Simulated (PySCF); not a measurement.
**Ta³⁺: dipole response in def2-QZVPPD with ECP60**

How polarisable is Ta³⁺ at the levels listed below?

Program: PySCF 2.14.0. Level of theory: unrestricted determinants in a Gaussian basis, no spin-orbit coupling in the energies. These are calculated values, not measurements, unless marked.

## Step 1: Starting point

```
Element     : tantalum (Z = 73)
Basis       : def2-QZVPPD with the def2 core potential (60 electrons) (7s6p4d3f2g, 84 functions)
Hamiltonian : a scalar-relativistic core potential
State 1     : Ta³⁺: [Xe] 4f14 5d2, high-spin 3F determinant
Methods     : UHF, PBE, PBE0
```

The outer shells:

Ta3+ [Xe] 4f14 5d2
```
[Xe] core
4f [↑↓][↑↓][↑↓][↑↓][↑↓][↑↓][↑↓]
5d [↑ ][↑ ][  ][  ][  ]
```

One driver process ran all states and methods and kept the integrals in memory. Each run is shown as a PySCF script that sums up its settings (the driver passes frozen orbitals as a list and adds second-order terms of double hybrids); the logs are those of the runs themselves. The driver starts from symmetry-adapted Hartree-Fock orbitals, holds the occupation by maximum overlap and uses a logarithmic radial grid for functionals, so a plain start would take other cycles.

The integrals over 84 functions and the set-up took 0.36 s of CPU time.

## Step 2: Ta³⁺

**UHF**

input.py

```python
from pyscf import gto, scf, dft, mp, cc
import basis_set_exchange as bse
txt = bse.get_basis("def2-QZVPPD", elements=["Ta"], fmt="nwchem", header=False)
cut = txt.index("\nECP")
mol = gto.M(atom="Ta 0 0 0", charge=3, spin=2, symmetry="D2h",
            basis=gto.basis.parse(txt[:cut]),
            ecp={"Ta": gto.basis.parse_ecp(txt[cut:])})
mf = scf.UHF(mol)
mf.irrep_nelec = {'Ag': (2, 1), 'B1g': (1, 0), 'B1u': (1, 1), 'B2u': (1, 1), 'B3u': (1, 1)}
mf.kernel()
```

Standard output:

```text
damping factor = 0
level_shift factor = 0
DIIS = <class 'pyscf.scf.diis.CDIIS'>
diis_start_cycle = 1
diis_space = 10
diis_damp = 0
SCF conv_tol = 1e-09
SCF conv_tol_grad = None
number electrons alpha = 6  beta = 4
cycle= 1 E= -54.7165138071252  delta_E= -0.00696  |g|= 0.0295  |ddm|= 0.0323
cycle= 2 E= -54.7168079637186  delta_E= -0.000294  |g|= 0.00642  |ddm|= 0.00738
cycle= 3 E= -54.7168238218942  delta_E= -1.59e-05  |g|= 0.000338  |ddm|= 0.00264
cycle= 4 E= -54.7168239182397  delta_E= -9.63e-08  |g|= 3.33e-05  |ddm|= 0.000416
cycle= 5 E= -54.7168239189942  delta_E= -7.54e-10  |g|= 3.29e-06  |ddm|= 3.84e-05
converged SCF energy = -54.7168239189942  <S^2> = 2.0040457  2S+1 = 3.0026959
```

It used 16 s of CPU time after the integrals (shared host).

Orbital energies by shell (radii are means over both spins):

```tsv
shell	electrons	mean orbital energy (eV)	spread (eV)	rms radius (bohr)
5s α	1	-114.34	0	1.19
5s β	1	-112.01	0	1.19
5p α	3	-75.849	0	1.39
5p β	3	-72.347	0	1.39
5d α	2	-35.427	0	1.97
```

⟨S²⟩ = 2.004, ⟨L²⟩ = 12.05.

The driver then solved the coupled dipole response at imaginary frequencies: mean α = 6.931 bohr³, C₆ = 31.73 au for a like pair.

Energies and moments cover only the electrons outside the core potential. Spin-orbit coupling, absent here, splits the open shell strongly.

**PBE**

input.py differs from the last one in:

```diff
@@ -7,3 +7,3 @@
             ecp={"Ta": gto.basis.parse_ecp(txt[cut:])})
-mf = scf.UHF(mol)
+mf = dft.UKS(mol, xc="PBE")
 mf.irrep_nelec = {'Ag': (2, 1), 'B1g': (1, 0), 'B1u': (1, 1), 'B2u': (1, 1), 'B3u': (1, 1)}
```

Standard output:

```text
damping factor = 0
level_shift factor = 0
DIIS = <class 'pyscf.scf.diis.CDIIS'>
diis_start_cycle = 1
diis_space = 10
diis_damp = 0
SCF conv_tol = 1e-09
SCF conv_tol_grad = None
number electrons alpha = 6  beta = 4
XC functionals = PBE
    J. P. Perdew, K. Burke, and M. Ernzerhof.,  Phys. Rev. Lett. 77, 3865 (1996)
    J. P. Perdew, K. Burke, and M. Ernzerhof.,  Phys. Rev. Lett. 78, 1396 (1997)
    J. P. Perdew, K. Burke, and M. Ernzerhof.,  Phys. Rev. Lett. 77, 3865 (1996)
    J. P. Perdew, K. Burke, and M. Ernzerhof.,  Phys. Rev. Lett. 78, 1396 (1997)
cycle= 1 E= -55.1348042851439  delta_E= -0.0034  |g|= 0.0109  |ddm|= 0.176
cycle= 2 E= -55.1348405617939  delta_E= -3.63e-05  |g|= 0.00381  |ddm|= 0.015
cycle= 3 E= -55.1348457583563  delta_E= -5.2e-06  |g|= 0.00013  |ddm|= 0.00394
cycle= 4 E= -55.1348457644943  delta_E= -6.14e-09  |g|= 1.97e-06  |ddm|= 0.000116
cycle= 5 E= -55.134845764496  delta_E= -1.69e-12  |g|= 6.29e-08  |ddm|= 1.72e-06
converged SCF energy = -55.134845764496  <S^2> = 2.0005988  2S+1 = 3.0003992
```

CPU time 14 s on a shared host, the integrals not counted.

The driver then solved the coupled dipole response at imaginary frequencies: mean α = 7.469 bohr³, C₆ = 34.07 au for a like pair.

**PBE0**

input.py differs from the last one in:

```diff
@@ -7,3 +7,3 @@
             ecp={"Ta": gto.basis.parse_ecp(txt[cut:])})
-mf = dft.UKS(mol, xc="PBE")
+mf = dft.UKS(mol, xc="PBE0")
 mf.irrep_nelec = {'Ag': (2, 1), 'B1g': (1, 0), 'B1u': (1, 1), 'B2u': (1, 1), 'B3u': (1, 1)}
```

Standard output:

```text
damping factor = 0
level_shift factor = 0
DIIS = <class 'pyscf.scf.diis.CDIIS'>
diis_start_cycle = 1
diis_space = 10
diis_damp = 0
SCF conv_tol = 1e-09
SCF conv_tol_grad = None
number electrons alpha = 6  beta = 4
XC functionals = PBE0
    C. Adamo and V. Barone.,  J. Chem. Phys. 110, 6158 (1999)
    M. Ernzerhof and G. E. Scuseria.,  J. Chem. Phys. 110, 5029 (1999)
cycle= 1 E= -55.1194891736352  delta_E= -0.003  |g|= 0.0101  |ddm|= 0.121
cycle= 2 E= -55.1195253362485  delta_E= -3.62e-05  |g|= 0.00209  |ddm|= 0.00848
cycle= 3 E= -55.1195267408909  delta_E= -1.4e-06  |g|= 0.000301  |ddm|= 0.00242
cycle= 4 E= -55.1195267718246  delta_E= -3.09e-08  |g|= 3.8e-06  |ddm|= 0.000276
cycle= 5 E= -55.1195267718294  delta_E= -4.77e-12  |g|= 1.4e-07  |ddm|= 4.72e-06
converged SCF energy = -55.1195267718294  <S^2> = 2.001133  2S+1 = 3.0007552
```

It used 23 s of CPU time after the integrals (shared host).

The driver then solved the coupled dipole response at imaginary frequencies: mean α = 7.244 bohr³, C₆ = 33.10 au for a like pair.

Radial density 4πr²ρ of Ta³⁺ at UHF, the electrons outside the core potential:

```tsv
r (bohr)	density	spin density
0.259	0.000227	0.000
0.436	0.0641	0.004
0.733	4.21	0.153
1.23	9.16	1.131
2.07	2.13	0.955
3.49	0.114	0.104
5.87	0.000363	0.000
```

## Step 3: Polarisabilities and C₆

Ta³⁺, in atomic units:

```tsv
method	mean α	C₆ (like pair)	S(−4)
UHF	6.931	31.73	18.41
PBE	7.469	34.07	24.63
PBE0	7.244	33.10	21.86
```

α(iu) at PBE0:

```tsv
u (hartree)	α(iu) (bohr³)
0	7.244
0.0500	7.190
0.100	7.037
0.200	6.535
0.300	5.940
0.500	4.866
0.750	3.866
1.00	3.135
1.50	2.150
2.00	1.536
3.00	0.8678
5.00	0.3706
```

## Step 4: What came out

| quantity | value |
| --- | --- |
| α of Ta³⁺ | 6.931 (UHF) to 7.469 (PBE) bohr³ |

What this shows: A single London oscillator with the computed α and C₆ of Ta³⁺ at UHF would have ω = 4 C₆ / (3 α²) = 0.881 hartree. The basis is finite, and no extrapolation was made.
